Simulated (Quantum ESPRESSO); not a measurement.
## Si: dielectric tensor and Born charges under several settings

```
CELL_PARAMETERS angstrom
0.00000 2.71550 2.71550
2.71550 0.00000 2.71550
2.71550 2.71550 0.00000
ATOMIC_POSITIONS crystal
Si 0.00000 0.00000 0.00000
Si 0.25000 0.25000 0.25000
```

The cell was built by a generator and needn't be a form met in nature.

All runs used Quantum ESPRESSO 7.5; given cell; no spin polarisation; occupations smeared at first, fixed for the response.

| level | potentials | k mesh (s: shifted) | cutoff (eV) | pressure (GPa) | ε∞ (diagonal) | Born charge of atom 1 (e) | sum of the Born charges (e) |
| --- | --- | --- | --- | --- | --- | --- | --- |
| PBE | PseudoDojo 0.4.1 SR PBE standard | 10 × 10 × 10s | 490 | 1.9 | 12.89 | 0.00 | 0.00 |
| PBE | PseudoDojo 0.4.1 SR PBE standard | 12 × 12 × 12s | 490 | 1.9 | 12.88 | 0.00 | 0.00 |
| LDA | PseudoDojo 0.4.1 SR LDA standard | 6 × 6 × 6s | 435 | ? | ? | ? | ? |

**Question.** What stands in the row left open?

**Answer.** Pressure -1.9 GPa; ε∞ 13.41; Born charge of atom 1 -0.01 e; sum of the Born charges -0.01 e.

For the row left open. Caveat: the mesh is thin for the dielectric tensor, Born charges and intensities, which usually come out too large.
